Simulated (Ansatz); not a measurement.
## Al2Au, space group Fm-3m: the spin response to a magnetic field, step by step

Program: Ansatz 0.2.0, Python API.

Input file `POSCAR_al2au`:
```text
Al2Au
1.0
   0.00000000    3.00000000    3.00000000
   3.00000000    0.00000000    3.00000000
   3.00000000    3.00000000    0.00000000
Al Au
2 1
Direct
   0.25000000    0.25000000    0.25000000
   0.75000000    0.75000000    0.75000000
   0.00000000    0.00000000    0.00000000
```

At the Python prompt:
```pycon
>>> import warnings
>>> import ansatz as az
>>> from ase.io import read
>>> import numpy as np
>>> warnings.simplefilter("ignore", az.DeckWarning)
>>> atoms = read("POSCAR_al2au", format="vasp")
>>> al2au = az.Crystal.from_ase(atoms)
>>> model = (
...     al2au.calculation()
...     .accuracy("medium")
...     .kpoints(mesh=(7, 7, 7))
...     .occupations(az.OccupationsMethod.GAUSSIAN, width=0.3)
...     .mixing("msr1", ndim=4, beta=0.4)
...     .basis(630)
...     .functional(exchange="pbe", correlation="pbe")
...     .spin("collinear")
... )
>>> rows = []
>>> for tesla in [0, 100, 200, 400]:
...     r = (model.magnetic_field(tesla) if tesla else model).run().report
...     rows.append((tesla, r["magnetization_mub"], r["free_energy_ev"], r["components"].get("e_zeeman", 0.0)))
...
RunWarning: this spin-polarised run has no starting moment large enough to seed its density, so its SCF can try parallel moments of its own, which can die out, and starts no order whose moments cancel. Behind that start scf.lower_state_search: light tries no other order and makes no probe for moments, and off searches nothing, so another order or size of moments can lie lower. To look for one, [...]
>>> for row in rows:
...     print("; ".join(f"{name} = {round(v, 4) if isinstance(v, float) else v}" for name, v in zip(["B (T)", "moment muB", "F eV", "Zeeman term eV"], row)))
...
B (T) = 0; moment muB = 0.0; F eV = -14225.6394; Zeeman term eV = 0.0
B (T) = 100; moment muB = 0.0071; F eV = -14225.6394; Zeeman term eV = -0.0
B (T) = 200; moment muB = 0.0142; F eV = -14225.6395; Zeeman term eV = -0.0002
B (T) = 400; moment muB = 0.0284; F eV = -14225.6397; Zeeman term eV = -0.0007
>>> slope = np.polyfit([row[0] for row in rows], [row[1] for row in rows], 1)[0]
>>> print(f"dM/dB = {1000 * slope:.4f} muB per 1000 T per cell")
dM/dB = 0.0709 muB per 1000 T per cell
```

Reading the output:
- These settings explore the input space; cutoff and mesh may be short of convergence.
- The mesh is modest for a metal, so energies can be off by several to tens of meV an atom and pressures by half a GPa or more; differences at equal mesh fare better.
- The free energy holds a sizeable smearing term, which stands for no physical temperature.
- Spin-orbit coupling, which matters for elements this heavy, is left out.
- The structure is a deposited one; some such entries were measured under pressure or heat, so a shift against it needn't be the functional's error alone.
- Warnings are shown shortened and without file and line.
- Orbital magnetism is left out. The response of a metal hangs strongly on mesh and smearing, and a straight-line fit holds only where the moment is linear in the field.
- The script silences the warnings on its input, which a real study should read.
- The whole script took 17 s on 1 thread of Arm Neoverse V2, on a shared host, peak memory 0.46 GiB.

(Lines on the test bed's own set-up are left out of the output.)
